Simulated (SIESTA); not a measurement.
Crystal: Ge2Sb2Te5.

```
Te Sb Ge
1.0
     6.83914   -3.06601    0.00000
     6.83914    3.06601    0.00000
    -6.83098    0.00000    6.84761
Te Sb Ge
5 2 2
Direct
  0.59470 0.59470 0.38643
  0.79529 0.79529 0.19611
  0.00832 0.00832 0.00643
  0.20652 0.20652 0.80980
  0.39996 0.39996 0.59712
  0.90171 0.90171 0.58787
  0.11187 0.11187 0.41735
  0.28429 0.28429 0.18783
  0.49734 0.49734 0.01104
```

The cell comes from a database or a generator and needn't be the stable form of this composition.

Base run:

* Program: SIESTA 5.4.2
* Functional: PBE
* Potentials or basis: PseudoDojo 0.4 standard (PBE files)
* Basis: DZP (energy shift 0.003 Ry; two zetas on semicore shells)
* Grid cutoff: 800 Ry
* Energy shift: 0.003 Ry
* k mesh: 5 × 5 × 4
* Occupations: fermi-dirac, width 0.05 eV
* Spin: no spin polarisation

Its results: band gap on the k mesh 0.24 eV, indirect (least direct gap 0.31 eV); pressure 1.0 GPa; largest force 0.296 eV/Å.

Problem. The run is repeated on the same cell with these changes: functional from PBE to PBEsol; potentials or basis from PseudoDojo 0.4 standard (PBE files) to PseudoDojo 0.4 standard (PBEsol files). What comes out?

Solution. Band gap on the k mesh 0.23 eV, indirect (least direct gap 0.31 eV); pressure -1.4 GPa; largest force 0.185 eV/Å.

Caveats: spin-orbit coupling is left out, which moves the levels of the heavy elements; the mesh misses the band edges, which the band path finds closer together; the basis of atomic orbitals isn't converged, which shifts pressures, moduli and gaps.

Not every run made on this cell is shown here.
